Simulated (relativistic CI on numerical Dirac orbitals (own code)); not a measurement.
# Ti: the cost of one run

Method: charge-transfer multiplet model of a cubic metal-ligand cluster with up to 2 ligand holes, Slater and spin-orbit integrals from Dirac-Coulomb-Breit ions, Slater integrals scaled by 0.8. Code: relativistic CI on numerical Dirac orbitals (own code) version 3.

### Step 1. What is computed

```
ion                  : Ti⁴⁺ (Ti V)
nuclear charge       : 22
electrons            : 18
d electrons          : 0
ligand holes at most : 2
parameters           : in eV; Veg, Vt2g hoppings, tenDq and tenDqL metal and ligand splittings (negative tenDq: tetrahedral), red the scaling of hopping with a core hole
temperature          : 20 K
widths               : Lorentz 0.6 eV, Gauss 0.8 eV
```

### Step 2. Udd = 5.2 eV

Settings of the run:

```ini
cluster ion=Ti4+ d0 ligand_holes=2 slater_scale=0.8
Delta=1.6 Udd=5.2 Upd=6.8 tenDq=0.6 tenDqL=0.2 Veg=2.4 Vt2g=-1.32 red=0.9
spectrum xps 2p T=20 lorentz=0.6 gauss=0.8
```

Command:

```sh
$ python run_levels.py task.json out
```

The settings of every run stand in task.json; they run in order.

Q: Estimate wall time and peak memory on 1 thread of Neoverse-V1, shared host.

About 1.9 s, with a peak of 0.19 GiB.
